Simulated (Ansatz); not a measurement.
# Cl3F2HMoO: one species, many methods

One table from this session's results is given with a row withheld; the runs are named, their logs left out.

Computed with Ansatz 0.2.0, Gaussian basis. Level: functionals in def2-TZVPP, the program's frozen cores in correlated methods.

Plan: LDA (SPW92), PBE-D4, revPBE-D4, BLYP-D4, r2SCAN-D4, B97M-V, PBE0-D4, B3LYP-D4, r2SCANh-D4, r2SCAN0-D4, HSE06-D4, BHLYP-D4, CAM-B3LYP-D4, LC-ωPBE, ωB97X-V, ωB97M-V, B2PLYP, PBE-QIDH; CCSD(T)/def2-SVP; MP2/def2-TZVPP; MP2/def2-QZVPP; RPA on PBE.

**The geometry**

The geometry comes from an earlier relaxation with PBE0-D4 in a triple-zeta def2 set; it is a stationary point, not always the lowest conformer. Mo takes the def2 core potential; no spin-orbit term is included.

SMILES `[OH][Mo]([F])([F])([Cl])([Cl])[Cl]`, 8 atoms, charge 0, spin multiplicity 1.

Atoms are counted from 1 here; the program's logs count them from 0.

Bond lengths: O1–Mo2 1.829 Å, O1–H8 0.966 Å, Mo2–F3 1.835 Å, Mo2–F4 1.835 Å, Mo2–Cl5 2.261 Å, Mo2–Cl6 2.259 Å, Mo2–Cl7 2.354 Å. Angles: Mo2–O1–H8 126.7°, O1–Mo2–F3 93.1°, O1–Mo2–F4 93.1°, O1–Mo2–Cl5 163.3°, O1–Mo2–Cl6 96.3°, O1–Mo2–Cl7 80.1°, F3–Mo2–F4 172.0°, F3–Mo2–Cl5 87.8°, F3–Mo2–Cl6 87.1°, F3–Mo2–Cl7 93.1°, F4–Mo2–Cl5 87.8°, F4–Mo2–Cl6 87.1°, F4–Mo2–Cl7 93.1°, Cl5–Mo2–Cl6 100.4°, Cl5–Mo2–Cl7 83.2°, Cl6–Mo2–Cl7 176.4°.

The first run:

File in.yaml:

```yaml
crystal:
  periodic: [false, false, false]
  atoms:
    - {symbol: O, position_ang: [-0.330643, -1.463351, 0.508332]}
    - {symbol: Mo, position_ang: [-0.084861, 0.288223, 0.043273]}
    - {symbol: F, position_ang: [1.129273, 0.578292, 1.388260]}
    - {symbol: F, position_ang: [-1.389295, 0.232268, -1.246129]}
    - {symbol: Cl, position_ang: [0.669800, 2.185236, -0.927388]}
    - {symbol: Cl, position_ang: [-1.652520, 1.136282, 1.430667]}
    - {symbol: Cl, position_ang: [1.514488, -0.730047, -1.351899]}
    - {symbol: H, position_ang: [0.143757, -2.226894, 0.154884]}
basis:
  gaussian: {orbitals: def2-TZVPP}
hamiltonian: {xc: lda}
output: {orbitals: {seedname: orbitals}}
```

On the command line:

```console
ansatz run in.yaml --threads 4 --pin off --events-out ev --progress --plain --max-ram 11315MiB
```

Among the steps run: LDA; PBE-D4 (GGA); revPBE-D4 (GGA); BLYP-D4 (GGA); r2SCAN-D4 (meta-GGA); B97M-V (meta-GGA); B3LYP-D4 (hybrid); r2SCANh-D4 (hybrid); r2SCAN0-D4 (hybrid); HSE06-D4 (hybrid); BHLYP-D4 (hybrid); CAM-B3LYP-D4 (range-separated); LC-ωPBE (range-separated); ωB97X-V (range-separated); ωB97M-V (range-separated); B2PLYP (double hybrid); PBE-QIDH (double hybrid).

One of the session's tables, all rows but one given; the rest of the session is left out.

It belongs to the step «Orbital energies across the functionals». 

```
  functional  HOMO (eV)  LUMO (eV)  gap (eV)
 LDA (SPW92)      -7.74      -6.00      1.74
      PBE-D4      -7.56      -5.81      1.75
   revPBE-D4      -7.49      -5.74      1.76
     BLYP-D4      -7.41      -5.70      1.71
   r2SCAN-D4      -7.93      -5.96      1.96
      B97M-V      -8.02      -5.98      2.04
     PBE0-D4      -8.98      -5.43      3.56
    B3LYP-D4      -8.71      -5.57      3.14
  r2SCANh-D4      -8.45      -5.79      2.65
  r2SCAN0-D4      -9.23      -5.52      3.71
    HSE06-D4      -8.58      -5.79      2.79
    BHLYP-D4     -10.25      -4.87      5.39
CAM-B3LYP-D4     -10.32      -4.53      5.79
     LC-ωPBE          ?          ?         ?
     ωB97X-V     -11.32      -3.59      7.74
     ωB97M-V     -11.17      -3.55      7.61
```

Estimate the missing values for LC-ωPBE.

The run gave: HOMO (eV): -11.68; LUMO (eV): -3.58; gap (eV): 8.10. In the column «HOMO (eV)» it is the lowest.
